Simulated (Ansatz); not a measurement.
# LiRu: the cost of one run

Program: Ansatz 0.2.0. Level of theory: DFT PBE, scalar-relativistic, plane waves, PAW. These are calculated values, not measurements.

**1. The structure to begin with**

It takes space group Cmmm (No. 65, orthorhombic). The conventional cell has a = 4.645 Å, b = 5.212 Å, c = 2.084 Å, α = 90.00°, β = 90.00°, γ = 90.00°. Li (site symmetry mmm) is surrounded by 2 Li at 2.08 Å and 2 Ru at 2.32 Å. Ru (site symmetry mmm) is surrounded by 2 Ru at 2.08 Å and 2 Li at 2.32 Å.

As a file:

```
Li Ru
1.0
     2.32246   -2.60578    0.00000
     2.32246    2.60578    0.00000
     0.00000    0.00000    2.08370
Li Ru
1 1
Direct
  0.50000 0.50000 0.00000
  0.00000 0.00000 0.00000
```

A structure generator made this guess: random cell by space group and Wyckoff sites (Cmmm, No. 65). Lengths come from tabulated atomic sizes and are only a guess.

**2. The guess as it stands, on a coarse mesh**

input.yaml reads:

```yaml
crystal:
  lattice:
    - [2.32245551, -2.60578143, 0.0]
    - [2.32245551, 2.60578143, 0.0]
    - [0.0, 0.0, 2.08370419]
  atoms:
    - { symbol: Li, position: [0.5, 0.5, 0.0] }
    - { symbol: Ru, position: [0.0, 0.0, 0.0] }
basis:
  ecutwfc: 420
kpoints:
  mp_grid: { grid: [6, 6, 8] }
hamiltonian:
  xc: pbe
scf:
  occupations: { method: gaussian, width: 0.1 }
  lower_state_search: "off"
output:
  forces: true
  stress: true
  eigenvalues: true
```

The run is started by

```bash
$ ansatz run input.yaml --threads 1 --pin off --max-ram 2048MiB --backend cpu --events-out ev --progress --plain --runs-dir out
```

**Question.** How long does this run take on 1 thread of AMD EPYC, shared host, and how much memory does it need?

About 3 s, with a peak of 0.42 GiB.
